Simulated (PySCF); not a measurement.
# C2H9BO: the cost of one run

The runs use PySCF 2.14.0, with density-fitted response routines of our own; the level of theory stands in each step. All values are computed, except where a source is named. Atoms count from 0, in the outputs and in this text.

### Step 1. Starting geometry

13 atoms, charge 0, multiplicity 1; geometry from: GFN2-xTB.

Bonds of the start (Å): B0–O1 1.66, O1–C2 1.41, O1–C3 1.41, B0–H4 1.19, B0–H5 1.19, B0–H6 1.19, C2–H7 1.09, C2–H8 1.09, C2–H9 1.09, C3–H10 1.09, C3–H11 1.09, C3–H12 1.09.

### Step 2. Optimising the geometry at PBE0-D3(BJ)/def2-SVP

What the job is given:

```
{"job": {"xc": "PBE0", "basis": "def2-SVP", "d3": "d3bj", "grid": 1, "kind": "geom"}, "charge": 0, "multiplicity": 1}
B      1.373180    -0.618390    -0.193550
O     -0.136960     0.012920    -0.464350
C     -1.141430    -0.769740     0.149950
C     -0.206890     1.366440    -0.063670
H      1.549330    -0.545960     0.983560
H      2.095810     0.072580    -0.831060
H      1.295730    -1.729050    -0.601140
H     -2.128320    -0.372340    -0.106360
H     -1.039340    -1.781300    -0.235820
H     -1.021280    -0.789060     1.238160
H     -0.049180     1.473890     1.014310
H     -1.181240     1.782500    -0.335940
H      0.581820     1.898480    -0.589540
```

Command:

```bash
$ OMP_NUM_THREADS=1 python probes_run.py task.json out
```

The driver reads the jobs from task.json and runs them one after another.

**Question.** How long does this first job take on 1 thread of Arm Neoverse V1, shared host, and how much memory does it need?

About 17 s, with a peak of 0.4 GiB.
